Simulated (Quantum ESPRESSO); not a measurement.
NbCu: Wannier functions under several settings

```
CELL_PARAMETERS angstrom
0.00000 2.56221 2.56221
2.56221 0.00000 2.56221
2.56221 2.56221 0.00000
ATOMIC_POSITIONS crystal
Nb 0.00000 0.00000 0.00000
Cu 0.50000 0.50000 0.50000
```

The cell was built by a generator and needn't be a form met in nature.

All runs used Quantum ESPRESSO 7.5; potentials GBRV 1.5 LDA; k mesh 7 × 7 × 7; given cell; no spin polarisation; cutoff 762 eV; occupations fermi-dirac, width 0.05 eV.

| level | start | Wannier mesh | spread a function (Å²) | RMS miss of the bands (meV) |
| --- | --- | --- | --- | --- |
| LDA | atomic projections with disentanglement | 5 × 5 × 5 | 1.06 | 11 |
| LDA | atomic projections with disentanglement, not minimised | 5 × 5 × 5 | 1.48 | 25 |
| LDA | SCDM with an erfc weight | 5 × 5 × 5 | ? | ? |

Task: What stands in the row left open?

Result: Spread a function 2.26 Å²; RMS miss of the bands 36 meV.

Caveats: the Wannier minimisation didn't converge (some runs).

For the row left open. Caveat: the k mesh is coarse.
